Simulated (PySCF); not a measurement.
# C3H6BNO2: the cost of one run

Programs: PySCF 2.14.0, with density-fitted response routines of our own. Each step states its level of theory. These are calculated values for one molecule, in the gas phase or a continuum, unless marked as measured. Atoms count from 0, in the outputs and in this text.

**1. Starting geometry**

13 atoms, charge 0, multiplicity 1; geometry from: GFN2-xTB. The atoms were then displaced at random by about 0.01 Å, so the start is not that level's minimum.

Bonds of the start (Å): B0–N1 1.46, N1–C2 1.16, C2–C3 1.41, C3–O4 1.45, O4–C5 1.32, C5–O6 1.19, B0–H7 1.16, B0–H8 1.19, B0–H9 1.20, C3–H10 1.13, C3–H11 1.09, C5–H12 1.12.

**2. Optimising the geometry at PBE0-D3(BJ)/def2-SVP**

Job settings and geometry (Å):

```
{"job": {"xc": "PBE0", "basis": "def2-SVP", "d3": "d3bj", "grid": 1, "shake": 0.01, "kind": "geom"}, "charge": 0, "multiplicity": 1}
B      2.376800    -0.321230    -1.712490
N      1.308780    -0.246150    -0.712590
C      0.478450    -0.220050     0.095060
C     -0.516540    -0.140150     1.090000
O     -1.427600     0.957020     0.818230
C     -2.592060     0.692110     0.249870
O     -2.981510    -0.395570    -0.047850
H      2.974430    -1.293470    -1.498460
H      1.792730    -0.322070    -2.746090
H      3.013770     0.680390    -1.551240
H     -1.146100    -1.075790     1.089330
H     -0.113230     0.025220     2.093840
H     -3.162110     1.642840     0.099560
```

Started as:

```console
OMP_NUM_THREADS=1 python probes_run.py task.json out
```

This one command runs all jobs of the session in turn.

Q: Estimate the wall time and peak memory of this first job on 1 thread of Arm Neoverse V1, shared host.

About 83 s, with a peak of 0.53 GiB.
